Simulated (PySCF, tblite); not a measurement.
**C8H8N radical: geometry, infrared bands and EPR parameters**

Aim: predict the infrared bands and EPR parameters of C8H8N radical (`[CH2]c1cccc(N=C)c1`).

Programs: tblite 0.8.0 and PySCF 2.14.0, with density-fitted response routines of our own. Each step states its level of theory. These are calculated values for one molecule in the gas phase, unless marked as measured. Atoms count from 0, in the outputs and in this text.

## (1) The starting structure

17 atoms, charge 0, multiplicity 2; geometry from: force field or distance geometry start.

Bonds of the start (Å): C0–C1 1.47, C1–C2 1.39, C2–C3 1.41, C3–C4 1.39, C4–C5 1.40, C5–N6 1.40, N6–C7 1.29, C5–C8 1.41, C8–C1 1.39, C0–H9 1.08, C0–H10 1.07, C2–H11 1.08, C3–H12 1.08, C4–H13 1.09, C7–H14 1.11, C7–H15 1.11, C8–H16 1.08.

## (2) Relaxing the molecule with GFN2-xTB

What the job is given:

```
{"job": {"kind": "relax", "xc": "GFN2-xTB", "basis": "xTB"}, "charge": 0, "multiplicity": 2}
C      2.526600    -1.184800     0.734400
C      1.388500    -0.303000     0.428600
C      1.505800     1.067400     0.651200
C      0.421100     1.919000     0.342800
C     -0.765300     1.372900    -0.141900
C     -0.892000    -0.002900    -0.349800
N     -2.077000    -0.534000    -0.863300
C     -2.937400    -0.910500     0.023800
C      0.204800    -0.839600    -0.063500
H      2.439300    -2.247100     0.553100
H      3.441600    -0.770700     1.111900
H      2.412100     1.501500     1.036200
H      0.505900     2.985000     0.513800
H     -1.592100     2.028200    -0.396000
H     -3.905600    -1.336700    -0.308300
H     -2.786700    -0.832900     1.121700
H      0.103500    -1.899600    -0.245100
```

On the command line:

```console
$ OMP_NUM_THREADS=1 python probes_run.py task.json out
```

This one command runs all jobs of the session in turn.

The program printed:

```text
step      E/eV     max force
  0    -653.43940    3.521
  1    -653.66990    2.377
  2    -653.71814    1.045
  3    -653.73622    0.373
  4    -653.74495    0.227
  5    -653.74986    0.223
  6    -653.75302    0.182
  7    -653.75570    0.131
  8    -653.75822    0.167
  9    -653.76056    0.146
 10    -653.76214    0.119
 11    -653.76322    0.097
 12    -653.76433    0.106
 13    -653.76588    0.129
 14    -653.76784    0.177
 15    -653.76991    0.179
 16    -653.77186    0.137
 17    -653.77370    0.121
 18    -653.77530    0.089
 19    -653.77675    0.100
 20    -653.77831    0.108
 21    -653.77999    0.095
 22    -653.78150    0.103
 23    -653.78266    0.096
 24    -653.78366    0.085
 25    -653.78462    0.083
 26    -653.78561    0.081
 27    -653.78653    0.071
 28    -653.78729    0.066
 29    -653.78793    0.066
 30    -653.78853    0.061
 31    -653.78917    0.072
 32    -653.78985    0.087
 33    -653.79045    0.067
 34    -653.79086    0.044
 35    -653.79110    0.042
 36    -653.79133    0.047
 37    -653.79162    0.051
 38    -653.79194    0.044
 39    -653.79219    0.032
 40    -653.79232    0.025
 41    -653.79239    0.026
 42    -653.79247    0.023
 43    -653.79256    0.022
 44    -653.79267    0.030
 45    -653.79279    0.037
 46    -653.79295    0.038
 47    -653.79315    0.034
 48    -653.79338    0.034
 49    -653.79359    0.040
 50    -653.79378    0.044
 51    -653.79397    0.036
 52    -653.79419    0.043
 53    -653.79446    0.045
 54    -653.79491    0.087
 55    -653.79576    0.160
 56    -653.79728    0.260
 57    -653.79985    0.284
 58    -653.80402    0.292
 59    -653.80576    0.438
 60    -653.80226    0.726
 61    -653.81129    0.106
 62    -653.81321    0.103
 63    -653.81288    0.675
 64    -653.81776    0.069
 65    -653.81938    0.070
 66    -653.82144    0.283
 67    -653.82270    0.087
 68    -653.82348    0.084
 69    -653.82493    0.075
 70    -653.82569    0.059
 71    -653.82622    0.060
 72    -653.82673    0.057
 73    -653.82719    0.048
 74    -653.82759    0.043
 75    -653.82794    0.042
 76    -653.82824    0.035
 77    -653.82852    0.035
 78    -653.82881    0.034
 79    -653.82906    0.029
 80    -653.82924    0.032
 81    -653.82935    0.031
 82    -653.82943    0.026
 83    -653.82951    0.019
 84    -653.82960    0.021
 85    -653.82969    0.023
 86    -653.82978    0.027
 87    -653.82988    0.024
 88    -653.82998    0.027
 89    -653.83009    0.033
 90    -653.83021    0.039
 91    -653.83032    0.042
 92    -653.83040    0.033
 93    -653.83044    0.024
 94    -653.83047    0.012
 95    -653.83050    0.011
 96    -653.83051    0.007
```

Wall time 0.49 s (1 thread of Arm Neoverse V2, shared host).

The steps of the relaxation: (not every step is listed)

```tsv
step	energy from step 0 (eV)	largest force (eV/Å)
0	0.0000	3.5208
1	-0.2305	2.3771
2	-0.2787	1.0452
3	-0.2968	0.3733
4	-0.3056	0.2271
5	-0.3105	0.2235
6	-0.3136	0.1816
7	-0.3163	0.1312
8	-0.3188	0.1671
16	-0.3325	0.1366
24	-0.3443	0.0848
32	-0.3505	0.0869
40	-0.3529	0.0251
48	-0.3540	0.0336
56	-0.3579	0.2605
64	-0.3784	0.0692
72	-0.3873	0.0571
80	-0.3898	0.0316
88	-0.3906	0.0271
91	-0.3909	0.0417
92	-0.3910	0.0329
93	-0.3910	0.0243
94	-0.3911	0.0121
95	-0.3911	0.0108
96	-0.3911	0.0073
```

Distances of close pairs at the start and the end, largest changes first:

```tsv
bond	before (Å)	after (Å)	change (Å)
C0–C1	1.472	1.379	-0.093
C2–C3	1.413	1.373	-0.040
N6–C7	1.292	1.253	-0.039
C1–C8	1.390	1.421	+0.031
C1–C2	1.393	1.424	+0.030
C7–H14	1.109	1.081	-0.028
C5–C8	1.409	1.381	-0.028
C7–H15	1.111	1.094	-0.016
```

The final coordinates are the input of the step that follows.

## (3) Harmonic vibrations with GFN2-xTB

What the job is given:

```
{"job": {"kind": "ir", "xc": "GFN2-xTB", "basis": "xTB"}, "charge": 0, "multiplicity": 2}
C      2.372216    -1.183662     0.734241
C      1.357402    -0.288356     0.468485
C      1.565349     1.117164     0.557125
C      0.550137     1.999504     0.281350
C     -0.705894     1.544961    -0.097284
C     -0.955231     0.165992    -0.167242
N     -2.204516    -0.241985    -0.609137
C     -2.866687    -1.150869    -0.055580
C      0.056715    -0.732572     0.108163
H      2.214002    -2.244653     0.662992
H      3.351675    -0.845994     1.020893
H      2.543142     1.477339     0.839513
H      0.728699     3.063076     0.347500
H     -1.505733     2.232028    -0.322263
H     -3.812881    -1.433215    -0.494879
H     -2.566462    -1.673371     0.857988
H     -0.128931    -1.793358     0.017898
```

The program printed:

```text
mode    cm-1     km/mol
  1     108.5      7.28
  2     142.6      4.73
  3     179.0      1.94
  4     231.1      4.66
  5     335.9      6.82
  6     382.6      1.75
  7     414.9      2.08
  8     467.4      2.98
  9     510.8      0.50
 10     520.2      0.09
 11     586.6      2.78
 12     635.2      1.38
 13     703.3      4.95
 14     734.4      1.87
 15     749.9     20.10
 16     778.7     43.93
 17     830.9      4.22
 18     854.8      0.87
 19     918.1      0.23
 20     938.6      0.94
 21     965.9      0.40
 22     975.2     12.38
 23     999.4      2.22
 24    1120.9      0.20
 25    1135.4      5.89
 26    1169.8     11.64
 27    1199.3     28.41
 28    1255.9      0.50
 29    1317.0      2.96
 30    1344.6      0.47
 31    1398.4      4.15
 32    1418.8      5.50
 33    1436.9      1.34
 34    1479.6      2.01
 35    1520.3     10.09
 36    1544.7      8.83
 37    1735.9     29.20
 38    2887.4     85.41
 39    3066.2     29.78
 40    3075.0     13.73
 41    3077.4     31.93
 42    3090.0     41.35
 43    3108.5     23.60
 44    3116.9      8.65
 45    3152.4     29.63
```

Wall time 0.44 s (1 thread of Arm Neoverse V2, shared host).

Which atoms move in the most intense modes:

```tsv
cm⁻¹	km/mol	atoms
779	43.9	H11 21 %, H13 16 %, C5 14 %
1199	28.4	H12 25 %, C5 21 %, N6 13 %, H16 12 %
1736	29.2	C7 49 %, N6 48 %
2887	85.4	H15 93 %
3066	29.8	H14 93 %
3077	31.9	H16 90 %
3090	41.4	H11 74 %, H12 15 %
3152	29.6	H10 47 %, H9 43 %, C0 10 %
```

## (4) g tensor and hyperfine couplings: B3LYP/pcH-1

Same as in step 3 but for these lines:

```diff
@@ -1,2 +1,2 @@
-{"job": {"kind": "ir", "xc": "GFN2-xTB", "basis": "xTB"}, "charge": 0, "multiplicity": 2}
+{"job": {"kind": "epr", "basis": "pcH-1"}, "charge": 0, "multiplicity": 2}
 C      2.372216    -1.183662     0.734241
```

With the program's defaults for keys left out, this is: UKS B3LYP, pcH-1 on C H N, non-relativistic, mean-field spin-orbit, GIAO.

The program printed:

```text
UKS, coarse grid
  cycle   1  E = -364.31685496  |g| = 3.15e-01
  cycle   2  E = -364.29479602  |g| = 3.91e-01
  cycle   3  E = -364.36811462  |g| = 1.05e-01
  cycle   4  E = -364.37234126  |g| = 4.22e-02
  cycle   5  E = -364.37314854  |g| = 1.81e-02
  cycle   6  E = -364.37335545  |g| = 6.17e-03
  cycle   7  E = -364.37340339  |g| = 3.82e-03
  cycle   8  E = -364.37341854  |g| = 1.75e-03
  cycle   9  E = -364.37342238  |g| = 6.41e-04
UKS, final grid
  cycle   1  E = -364.37341055  |g| = 9.85e-04
  cycle   2  E = -364.37340941  |g| = 1.80e-03
  cycle   3  E = -364.37341132  |g| = 1.75e-04
  cycle   4  E = -364.37341137  |g| = 1.52e-04
  cycle   5  E = -364.37341143  |g| = 8.48e-05
  cycle   6  E = -364.37341143  |g| = 2.25e-05
E = -364.37341143 Eh   <S^2> = 0.7834 (exact 0.7500)
g shifts (ppm)      1          2          3
  rmc          -140       -140       -140
  gc             -2         36         29
  oz_so          -9        620        670
  total        -151        516        558
hyperfine (MHz)  atom isotope    a_iso     a_fc   dipolar eigenvalues
    0   13C      59.40      59.40    -57.65    -56.55    114.20
    1   13C     -41.68     -41.68    -21.04      8.38     12.67
    2   13C      25.40      25.40    -20.41    -20.15     40.56
    3   13C     -22.50     -22.50    -16.35      7.20      9.15
    4   13C      26.54      26.54    -23.85    -22.14     45.99
    5   13C     -22.81     -22.81    -15.64      7.16      8.48
    6   14N      -0.73      -0.73     -1.54     -0.03      1.57
    7   13C      -8.31      -8.31     -4.52      2.17      2.35
    8   13C      23.66      23.66    -18.74    -18.43     37.17
    9    1H     -45.28     -45.28    -26.76     -0.90     27.65
   10    1H     -45.26     -45.26    -26.63     -0.94     27.57
   11    1H     -17.05     -17.05     -6.91     -2.23      9.13
   12    1H       6.87       6.87     -2.47     -1.05      3.52
   13    1H     -19.66     -19.66    -11.72     -0.18     11.90
   14    1H       2.67       2.67     -0.86      0.19      0.67
   15    1H       1.85       1.85     -1.86     -0.81      2.67
   16    1H     -15.57     -15.57     -6.23     -2.20      8.44
```

Run time: 97 s. Hardware: 1 thread of Arm Neoverse V2, shared host; peak memory 0.98 GiB.

Principal g values 2.00217, 2.00284, 2.00288; g(iso) = 2.00263, against 2.00232 for a free electron.

Hyperfine couplings; where a row names several nuclei, a(iso) is their mean (it holds for fast rotation or exchange) and the dipolar term the largest among them:

```tsv
nuclei	isotope	a(iso) (MHz)	a(iso) (G, at g = 2.0023)	largest dipolar term (MHz)
C0	13C	59.4	21.2	114.2
H9, H10	1H	-45.3	-16.2	27.7
C1	13C	-41.7	-14.9	-21.0
C4	13C	26.5	9.5	46.0
C2	13C	25.4	9.1	40.6
C8	13C	23.7	8.4	37.2
C5	13C	-22.8	-8.1	-15.6
C3	13C	-22.5	-8.0	-16.4
H13	1H	-19.7	-7.0	11.9
H11	1H	-17.1	-6.1	9.1
H16	1H	-15.6	-5.6	8.4
C7	13C	-8.3	-3.0	-4.5
H12	1H	6.9	2.5	3.5
H14	1H	2.7	1.0	-0.9
```

Mulliken spin populations:

C0 0.75; C1 -0.20; C2 0.27; C3 -0.14; C4 0.31; C5 -0.12; N6 0.01; C7 -0.03; C8 0.24; H9 -0.03; H10 -0.03; H11 -0.01; H12 0.00; H13 -0.01; H14 0.00; H15 0.00; H16 -0.01

In first order the couplings over 0.8 MHz of 1H give 192 distinct lines over 55.1 G, if the averaged nuclei exchange fast.

Orbitals, density, ELF and potential are computed afterwards from the orbital file.

ELF in a plane through or near 15 of the atoms.

Values, 10 rows by 14 columns:
```
0.00 0.00 0.00 0.00 0.00 0.00 0.00 0.00 0.00 0.00 0.00 0.00 0.00 0.00
0.00 0.00 0.00 0.00 0.00 0.02 0.00 0.00 0.00 0.00 0.00 0.00 0.00 0.00
0.00 0.00 0.00 0.01 0.20 0.99 0.36 0.02 0.01 0.00 0.00 0.00 0.00 0.00
0.00 0.00 0.11 0.97 0.85 0.70 0.04 0.95 0.45 0.18 0.32 0.09 0.01 0.00
0.00 0.00 0.03 0.88 0.57 0.82 0.81 0.30 0.13 0.36 0.23 0.99 0.85 0.00
0.00 0.00 0.00 0.12 0.73 0.85 0.32 0.63 0.50 0.65 0.69 0.70 0.31 0.00
0.00 0.00 0.00 0.94 0.99 0.66 0.49 0.41 0.48 0.10 0.38 0.01 0.00 0.00
0.00 0.00 0.00 0.00 0.01 0.91 0.82 0.48 1.00 0.50 0.00 0.00 0.00 0.00
0.00 0.00 0.00 0.00 0.02 0.98 0.81 0.01 0.61 0.06 0.00 0.00 0.00 0.00
0.00 0.00 0.00 0.00 0.00 0.00 0.00 0.00 0.00 0.00 0.00 0.00 0.00 0.00
```
The map spans 13.4 Å across and 10.9 Å up, centred on the molecule. Atoms in the plane (x, y in Å): C0 (-2.1, 1.6), C1 (-1.3, 0.6), C2 (-1.8, -0.8), C3 (-0.9, -1.9), C4 (0.4, -1.7), C5 (1.0, -0.4), C7 (3.0, 0.6), C8 (0.1, 0.7), H9 (-1.8, 2.6), H10 (-3.2, 1.5), H11 (-2.8, -0.9), H12 (-1.3, -2.9), H13 (1.1, -2.5), H14 (4.1, 0.6), H16 (0.5, 1.7).

log10 of the density (e/Å³) in the same plane.

Ten even steps from ' ' (-4.0) to '@' (2.0):
```
                                                        
                                                        
                ..........                              
              ..::------::....                          
          ..::--==++++==--::::::::........              
        ..::--==++****++==--====--::::----::::..        
        ::--==****##****====++++==--======----::..      
        ::--++****####**++++****====++****++++==::..    
        ::--==++++****##********++++++##%%****++--::    
        ..::--====++**##**************####****++--::    
        ..::--==++********++**************++++==::..    
        ..::==**####@@##++++**********++++==--::..      
        ..::--++******##**********++======--::..        
          ..::====++**##%%####****++==--::....          
            ..::--==**##****++****++==::..              
              ..::==++**++====++++==--..                
                ..--======----------::                  
                  ..::::::::........                    
                      ..                                
                                                        
```
The map spans 13.4 Å across and 10.9 Å up, centred on the molecule. Atoms in the plane (x, y in Å): C0 (-2.1, 1.6), C1 (-1.3, 0.6), C2 (-1.8, -0.8), C3 (-0.9, -1.9), C4 (0.4, -1.7), C5 (1.0, -0.4), C7 (3.0, 0.6), C8 (0.1, 0.7), H9 (-1.8, 2.6), H10 (-3.2, 1.5), H11 (-2.8, -0.9), H12 (-1.3, -2.9), H13 (1.1, -2.5), H14 (4.1, 0.6), H16 (0.5, 1.7).

On the surface of density 0.002 e/bohr³ the electrostatic potential runs, from the 1st to the 99th percentile, from -1.43 V near N6 to 0.96 V near H14.

The spin density lies nearest to C0 32 %; C2, C4, C8 about 12 % each; C1 7 % (beta excess).

## (5) What came out

| quantity | value |
| --- | --- |
| strongest single infrared mode (GFN2-xTB) | 2887 cm⁻¹, 85 km/mol |
| zero-point energy (GFN2-xTB) | 82.4 kcal/mol |
| g(iso) (B3LYP) | 2.00263 |
| ⟨S²⟩ | 0.783 (exact 0.75) |
| largest a(iso) (averaged by class) | 13C on C0, 59.4 MHz |
| surface potential, 1st and 99th percentile | -1.43 V and 0.96 V |

What this shows: The optimisation took 96 steps and gained 0.391 eV; among the close pairs (by a distance rule), C0–C1 changed most, from 1.472 to 1.379 Å. No mode is imaginary among the 45: a minimum at this level. The strongest single mode, at 2887 cm⁻¹, moves mainly H15. GFN2-xTB is a fitted tight-binding method: band positions and strengths are rough. Its intensities can rank the bands wrongly. C0 carries the largest spin population, 0.75 e. The isotropic g lies 0.3 ppt above the free-electron value.
